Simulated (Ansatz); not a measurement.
# ClFGeH2: the cost of one run

Program: Ansatz 0.2.0. Level of theory: RKS B3LYP-D4/def2-TZVP. These are calculated values, not measurements.

### Step 1. Starting point

Bond lengths: Ge1–H2 1.750 Å, Ge1–F3 1.880 Å, Ge1–H4 1.549 Å, Ge1–Cl5 2.218 Å. Angles: H2–Ge1–F3 41.0°, H2–Ge1–H4 122.5°, H2–Ge1–Cl5 122.5°, F3–Ge1–H4 122.9°, F3–Ge1–Cl5 122.9°, H4–Ge1–Cl5 109.5°.

As a file:

```xyz
5

Ge    0.0000    0.0000    0.0000
H     0.9646    0.0000    1.4601
F     1.8114    0.0000    0.5034
H    -0.7300    1.2648   -0.5162
Cl   -1.0456   -1.8115   -0.7393
```

### Step 2. A restrained relaxation towards end A

Springs on the bonds that form and break draw the guess towards this end; the thresholds are loose.

File input.yaml:

```yaml
crystal:
  periodic: [false, false, false]
  atoms:
    - { symbol: Ge, position_ang: [0.0, 0.0, 0.0] }
    - { symbol: H, position_ang: [0.9646, 0.0, 1.4601] }
    - { symbol: F, position_ang: [1.8114, 0.0, 0.5034] }
    - { symbol: H, position_ang: [-0.73, 1.2648, -0.5162] }
    - { symbol: Cl, position_ang: [-1.0456, -1.8115, -0.7393] }
basis:
  gaussian: { orbitals: def2-TZVP }
hamiltonian:
  xc: b3lyp
  dispersion: d4
relax:
  f_tol: 0.15
  max_steps: 25
  restrain:
    - { distance: [1, 2], at: 2.12, k: 30.0 }
    - { distance: [0, 1], at: 1.55, k: 30.0 }
    - { distance: [0, 2], at: 1.68, k: 30.0 }
```

Command:

```console
$ ansatz run input.yaml --threads 4 --pin off --max-ram 5120MiB --backend cpu --events-out ev --progress --plain --runs-dir out
```

Q: Estimate wall time and peak memory on 4 threads of Arm Neoverse V2, shared host.

About 7.7 s, with a peak of 0.26 GiB.
